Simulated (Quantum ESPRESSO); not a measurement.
A calculation with Quantum ESPRESSO 7.5 of MnPt2 (native input, structure typed inline):

File pw.in:

```
&CONTROL
  calculation = 'scf'
  prefix = 'pwscf'
  outdir = './tmp'
  pseudo_dir = './pseudo'
  tprnfor = .true.
  tstress = .true.
  disk_io = 'low'
/
&SYSTEM
  ibrav = 0
  celldm(1) = 8
  nat = 3
  ntyp = 2
  ecutwfc = 45
  ecutrho = 360
  nbnd = 36
  occupations = 'smearing'
  smearing = 'fd'
  degauss = 0.00367493
  nspin = 2
  starting_magnetization(1) = 0
  starting_magnetization(2) = 0.2667
/
&ELECTRONS
  conv_thr = 6d-10
  electron_maxstep = 120
  mixing_beta = 0.3
/
ATOMIC_SPECIES
Pt   195.0840 pt_pbesol_v1.4.uspp.F.UPF
Mn    54.9380 mn_pbesol_v1.5.uspp.F.UPF
CELL_PARAMETERS alat
  0.6752001959141   0.0000000000000   0.0000000000000
 -0.3376000979571   0.5847405223138   0.0000000000000
  0.0000000000000   0.0000000000000   1.5430804335028
ATOMIC_POSITIONS crystal
Pt     0.6666666667    0.3333333333    0.3162060000
Pt     0.3333333333    0.6666666667    0.6837940000
Mn     0.0000000000    0.0000000000    0.0000000000
K_POINTS automatic
11 11 4 0 0 0
```

The input pp_density.in:

```
&INPUTPP
  prefix = 'pwscf'
  outdir = './tmp'
  filplot = 'density.dat'
  plot_num = 0
/
&PLOT
  nfile = 1
  filepp(1) = 'density.dat'
  iflag = 3
  output_format = 6
  fileout = 'density.cube'
/
```

File pp_potential.in:

```
&INPUTPP
  prefix = 'pwscf'
  outdir = './tmp'
  filplot = 'potential.dat'
  plot_num = 11
/
&PLOT
  nfile = 1
  filepp(1) = 'potential.dat'
  iflag = 3
  output_format = 6
  fileout = 'potential.cube'
/
```

The input pp_spin.in:

```
&INPUTPP
  prefix = 'pwscf'
  outdir = './tmp'
  filplot = 'spin.dat'
  plot_num = 6
/
&PLOT
  nfile = 1
  filepp(1) = 'spin.dat'
  iflag = 3
  output_format = 6
  fileout = 'spin.cube'
/
```

Potentials or basis: GBRV 1.5 PBEsol.

Command:

```console
$ OMP_NUM_THREADS=1 mpirun -n 2 pw.x -nk 2 -in pw.in > pw.out
$ OMP_NUM_THREADS=1 mpirun -n 1 pp.x -in pp_density.in > pp_density.out
$ OMP_NUM_THREADS=1 mpirun -n 1 pp.x -in pp_potential.in > pp_potential.out
$ OMP_NUM_THREADS=1 mpirun -n 1 pp.x -in pp_spin.in > pp_spin.out
```

The cell comes from a database or a generator and needn't be the stable form of this composition.

Question: Write the same calculation in another form: ASE script, structure typed inline.

Answer: As run:

run.py

```python
import numpy as np
from ase.calculators.espresso import Espresso, EspressoProfile
from ase import Atoms

atoms = Atoms(['Pt', 'Pt', 'Mn'],
              cell=[[2.8584044518, 0.0, 0.0], [-1.4292022259, 2.4754508696, 0.0], [0.0, 0.0, 6.532504]],
              scaled_positions=[[0.6666666667, 0.3333333333, 0.316206], [0.3333333333, 0.6666666667, 0.683794], [0.0, 0.0, 0.0]],
              pbc=True)
atoms.set_initial_magnetic_moments([0.0, 0.0, 4.0])

input_data = {
    'control': {'calculation': 'scf', 'prefix': 'pwscf', 'outdir': './tmp', 'tprnfor': True, 'tstress': True, 'disk_io': 'nowf'},
    'system': {'ecutwfc': 45.0, 'ecutrho': 360.0, 'nbnd': 36, 'occupations': 'smearing', 'smearing': 'fd', 'degauss': 0.00367493, 'nspin': 2},
    'electrons': {'conv_thr': 6e-10, 'electron_maxstep': 120, 'mixing_beta': 0.3},
}
pseudopotentials = {'Mn': 'mn_pbesol_v1.5.uspp.F.UPF', 'Pt': 'pt_pbesol_v1.4.uspp.F.UPF'}
profile = EspressoProfile(command='mpirun -n 2 pw.x -nk 2', pseudo_dir='pseudo')
dft = Espresso(profile=profile, input_data=input_data, pseudopotentials=pseudopotentials, kpts=(11, 11, 4), koffset=(0, 0, 0))
atoms.calc = dft

print(f'energy {atoms.get_potential_energy():.8f} eV')
print('forces (eV/A)')
print(np.round(atoms.get_forces(), 6))
print('stress (eV/A^3, Voigt)')
print(np.round(atoms.get_stress(), 8))
print(f'Fermi level {dft.get_fermi_level():.4f} eV')
```

Potentials or basis: GBRV 1.5 PBEsol.

Command:

```sh
$ OMP_NUM_THREADS=1 python run.py
```

Both were run:

|  | native input, structure typed inline | ASE script, structure typed inline |
| --- | --- | --- |
| Pressure | -9.7 GPa | -9.7 GPa |
| Largest force | 0.042 eV/Å | 0.042 eV/Å |
| Band gap on the k mesh | none (metal or under the smearing width) | none (metal or under the smearing width) |
| Net moment | 4.55 μB per cell | 4.55 μB per cell |
| Absolute moment | 4.65 μB per cell | 4.65 μB per cell |
| Site moments | Pt +0.31; Mn +3.74 μB | Pt +0.31; Mn +3.74 μB |
| Valence electrons inside the program's atomic spheres | Pt 13.59; Mn 13.49 | Pt 13.59; Mn 13.49 |

Keys that steer only the numerical path or the files written may differ.
